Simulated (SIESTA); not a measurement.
Runs of SIESTA 5.4.2 on AlSn. It takes space group P-6m2 (No. 187, hexagonal). The conventional cell has a = 4.198 Å, b = 4.198 Å, c = 3.307 Å, α = 90.00°, β = 90.00°, γ = 120.00°. Sn (site symmetry -6m2) is surrounded by 6 Al at 2.93 Å and 2 Sn at 3.31 Å. Around Al (site symmetry -6m2) lie 6 Sn at 2.93 Å and 2 Al at 3.31 Å. The cell comes from a database or a generator and needn't be the stable form of this composition.

| task | level | potentials or basis | energy shift | gap on the mesh (eV) | pressure (GPa) | V0 of scaled cells (Å³/atom) | B0 (GPa) |
| --- | --- | --- | --- | --- | --- | --- | --- |
| equation of state | PBE | PseudoDojo 0.4 standard (PBE files), DZP (energy shift 0.002 Ry; radii capped at 9.5 bohr) | 0.002 Ry | - | - | 25.61 | 48 |
| single point | PBE | PseudoDojo 0.4 standard (PBE files), DZP (energy shift 0.003 Ry; two zetas on semicore shells) | 0.003 Ry | none | 0.5 | - | - |
| band structure | LDA | PseudoDojo 0.4 standard (LDA files), DZP (energy shift 0.003 Ry; two zetas on semicore shells) | 0.003 Ry | none | -2.8 | - | - |
| single point | PBE | PseudoDojo 0.4 standard (PBE files), DZP (energy shift 0.002 Ry; radii capped at 9.5 bohr) | 0.002 Ry | none | 0.7 | - | - |
| equation of state | PBEsol | PseudoDojo 0.4 standard (PBEsol files), DZP (energy shift 0.003 Ry; two zetas on semicore shells) | 0.003 Ry | - | - | (a) | 55 |
| equation of state | PBE | PseudoDojo 0.4 standard (PBE files), DZP (energy shift 0.003 Ry; two zetas on semicore shells) | 0.003 Ry | - | - | 25.46 | 49 |
| band structure | PBEsol | PseudoDojo 0.4 standard (PBEsol files), DZP (energy shift 0.003 Ry; two zetas on semicore shells) | 0.003 Ry | none | -1.5 | - | - |
| equation of state | LDA | PseudoDojo 0.4 standard (LDA files), DZP (energy shift 0.003 Ry; two zetas on semicore shells) | 0.003 Ry | - | - | (b) | (c) |

Alike in all rows: no spin polarisation; cell as given; k mesh 7 × 7 × 8; smearing fermi-dirac 0.05 eV; grid cutoff 500 Ry.

Fill in the values left out.

(a) 24.49; (b) 23.88; (c) 59.

Caveats: the basis of atomic orbitals isn't converged, which shifts pressures, moduli and gaps; the cell was scaled at fixed shape and fractional positions, which overstates the stiffness of a crystal with free parameters, most of all of layers and chains (some runs); semicore shells carry a single zeta, which can move pressures by several GPa and volumes by a few percent (some runs).

A k mesh can miss the band edges, and the runs leave out spin-orbit coupling on Sn.

A gap of «none» marks a metal or a gap under the smearing width.

Not every run made on this cell is shown here.
